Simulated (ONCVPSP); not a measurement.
# An ONCV potential for silicon, from input to tests

Do these settings give a usable potential? It is generated, then checked for transferability, scattering, ghosts and hardness.

Method: ONCVPSP 4.0.1, LDA (Perdew-Wang 92), scalar-relativistic.

1 further run of the same task is left out (it didn't finish).

## 1. The atom and the settings

The settings as typed:

```
element                 : silicon (Si, Z = 14)
type                    : optimised norm-conserving Vanderbilt (ONCV)
frozen core             : [Ne]
valence charge          : 4
reference configuration : 3s2 3p2
partial waves           : 3s: rc 1.45 bohr, ncon 4, nbas 7, qcut 5 1/bohr, 2 projectors, debl 2.2 Ha; 3p: rc 1.70 bohr, ncon 4, nbas 8, qcut 5.4 1/bohr, 2 projectors, debl 3.7 Ha; d scattering state at 0.12 Ha: rc 1.40 bohr, ncon 5, nbas 8, qcut 6.9 1/bohr, 2 projectors, debl 3.1 Ha
local potential         : polynomial inside 1.05 bohr (lpopt 5, dvloc0 0 Ha)
core correction         : Teter function, fcfact 6.2, rcfact 1.15
```

## 2. Generation

File Si.dat:

```
# ATOM AND REFERENCE CONFIGURATION
# atsym  z   nc   nv     iexc    psfile
  Si 14.00    3    2  -001012      upf
#
#   n    l    f
    1    0    2.00
    2    0    2.00
    2    1    6.00
    3    0    2.00
    3    1    2.00
#
# PSEUDOPOTENTIAL AND OPTIMIZATION
# lmax
    2
#
#   l,   rc,      ep,       ncon, nbas, qcut
    0    1.45    0.00    4    7    5.00
    1    1.70    0.00    4    8    5.40
    2    1.40    0.12    5    8    6.90
#
# LOCAL POTENTIAL
# lloc, lpopt,  rc(5),   dvloc0
    4    5    1.05    0.00
#
# VANDERBILT-KLEINMAN-BYLANDER PROJECTORs
# l, nproj, debl
    0    2    2.20
    1    2    3.70
    2    2    3.10
#
# MODEL CORE CHARGE
# icmod, fcfact, rcfact
    3    6.20    1.15
#
# LOG DERIVATIVE ANALYSIS
# epsh1, epsh2, depsh
   -2.00    5.00    0.02
#
# OUTPUT GRID
# rlmax, drl
    6.00    0.01
#
# TEST CONFIGURATIONS
# ncnf
    4
# nvcnf
#   n    l    f
    2
    3    0    2.00
    3    1    1.00
#
    2
    3    0    2.00
    3    1    0.00
#
    2
    3    0    1.00
    3    1    0.00
#
    2
    3    0    1.00
    3    1    3.00
#
```

Launch:

```
$ oncvpsp.x < Si.dat > Si.out
```

Q: Predict the outcome of this session. Wanted: cutoffs for 1 and 0.1 mHa per electron, occupied waves; bound ghosts; GHOST(+) flags; largest test error; largest phase difference near zero energy, channels read; rms error of d²Exc/dn², without and with the model core.

As calculated:

| quantity | value |
| --- | --- |
| cutoffs for 1 and 0.1 mHa per electron, occupied waves | 7.9 Ha and 51 Ha |
| bound ghosts | s at -116.81 eV |
| GHOST(+) flags | none at low energy |
| largest test error (AE − PS) | +102 meV, for 3s1 3p0 |
| largest phase difference near zero energy, channels read | 0.002 rad |
| rms error of d²Exc/dn², without and with the model core | 3.52 and 1.50 mHa |

What this shows: It has a bound ghost (s), a state that the atom doesn't have, and that rules the file out. By total energies transferability is fair for so large an energy: the largest error is 102 meV on 58.1 eV, for 3s1 3p0. That test lies far up in energy; among those under 40 eV, nearer to bonding, the largest error is 18 meV. By its cutoff, 7.9 Ha for the looser tolerance, it is soft on the atom at that tolerance. The tighter tolerance needs 51 Ha, and converged work needs a cutoff nearer that. At the looser tolerance the 3s wave is the slowest; 3p needs 3 Ha. That counts occupied waves only; other projectors can need more. Near zero energy the phases of the channels with partial waves agree within 0.002 rad. All of this concerns the isolated atom, not yet a solid.
